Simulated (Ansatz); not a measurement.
# C₂H₇B₂F: up Jacob's ladder to CCSD(T)

How much do the methods differ for C₂H₇B₂F? The plan is to run it at one geometry with functionals of several rungs and with coupled cluster. The yardstick is the atomisation energy at the CCSD(T) limit.

Program: Ansatz 0.2.0, Gaussian basis. Level of theory: functionals in def2-TZVPP, the program's frozen cores in correlated methods. These are calculated values, not measurements.

The runs, in order: PBE-D4, r2SCAN-D4, PBE0-D4, B3LYP-D4, ωB97X-V, ωB97M-V, B2PLYP; CCSD(T)/def2-TZVPP; MP2/def2-QZVPP; extrapolation to the limit.

## 1. The relaxed structure

An earlier PBE0-D4 in a triple-zeta def2 set relaxation fixed the geometry.

SMILES `CBB(C)F`, 12 atoms, charge 0, spin multiplicity 1.

Atoms are counted from 1 here; the program's logs count them from 0.

Bond lengths: C1–B2 1.559 Å, C1–H6 1.104 Å, C1–H7 1.091 Å, C1–H8 1.093 Å, B2–B3 1.690 Å, B2–H9 1.206 Å, B3–C4 1.566 Å, B3–F5 1.343 Å, C4–H10 1.094 Å, C4–H11 1.092 Å, C4–H12 1.099 Å. Angles: B2–C1–H6 103.9°, B2–C1–H7 116.3°, B2–C1–H8 113.9°, H6–C1–H7 106.6°, H6–C1–H8 105.1°, H7–C1–H8 109.9°, C1–B2–B3 124.7°, C1–B2–H9 116.8°, B3–B2–H9 118.3°, B2–B3–C4 124.8°, B2–B3–F5 118.7°, C4–B3–F5 116.5°, B3–C4–H10 112.0°, B3–C4–H11 114.2°, B3–C4–H12 107.4°, H10–C4–H11 109.4°, H10–C4–H12 106.7°, H11–C4–H12 106.7°.

## 2. PBE-D4 (GGA)

Input file in.yaml:

```yaml
crystal:
  periodic: [false, false, false]
  atoms:
    - {symbol: C, position_ang: [-1.601817, -0.408106, 1.053257]}
    - {symbol: B, position_ang: [-0.458459, 0.605640, 0.745851]}
    - {symbol: B, position_ang: [1.042842, 0.193228, 0.089721]}
    - {symbol: C, position_ang: [1.325836, -0.004139, -1.438137]}
    - {symbol: F, position_ang: [2.076856, -0.009690, 0.921763]}
    - {symbol: H, position_ang: [-2.246988, -0.359776, 0.158977]}
    - {symbol: H, position_ang: [-1.304817, -1.451984, 1.167515]}
    - {symbol: H, position_ang: [-2.245743, -0.110889, 1.884509]}
    - {symbol: H, position_ang: [-0.710631, 1.773836, 0.904934]}
    - {symbol: H, position_ang: [2.345882, 0.285590, -1.706657]}
    - {symbol: H, position_ang: [0.619014, 0.509098, -2.093476]}
    - {symbol: H, position_ang: [1.235024, -1.077807, -1.654055]}
basis:
  gaussian: {orbitals: def2-TZVPP}
hamiltonian: {xc: pbe, dispersion: d4}
output: {forces: true, orbitals: {seedname: orbitals}}
```

The run is started by

```
ansatz run in.yaml --threads 4 --pin off --events-out ev --progress --plain --max-ram 10444MiB
```

After this run come: r2SCAN-D4 (meta-GGA); PBE0-D4 (hybrid); B3LYP-D4 (hybrid); ωB97X-V (range-separated); ωB97M-V (range-separated); B2PLYP (double hybrid); CCSD(T) in def2-TZVPP; MP2 in def2-QZVPP.

Q: Predict the results of all the runs planned. Wanted: atomisation energy, CCSD(T)/CBS; farthest; mean size of error, hybrid; mean size of error, range-separated; gap, smallest and largest; T1 diagnostic; triples share of the correlation energy.

The runs gave:

| quantity | value |
| --- | --- |
| atomisation energy, CCSD(T)/CBS | 4677.8 kJ/mol |
| functionals within 23.4 kJ/mol (0.5 %) | B2PLYP |
| farthest | PBE-D4 (+107.3 kJ/mol) |
| mean size of error, hybrid | 45.8 kJ/mol |
| mean size of error, range-separated | 34.5 kJ/mol |
| gap, smallest and largest | 3.87 eV (PBE-D4), 10.95 eV (ωB97X-V) |
| T1 diagnostic | 0.0119 |
| triples share of the correlation energy | 3.3 % |

PBE-D4 misses by +107.3 kJ/mol. Double hybrids carry the basis error of their MP2 part in triple zeta, and no dispersion term here, so their miss is partly the set-up's. The reference freezes the cores and leaves out relativity and excitations past (T), so misses under about 23.4 kJ/mol can't be ranked. Hartree-Fock recovers 78 % of the binding; the rest is correlation. The gap grows from 3.9 to 10.9 eV across the functionals, mostly with the share of exact exchange.
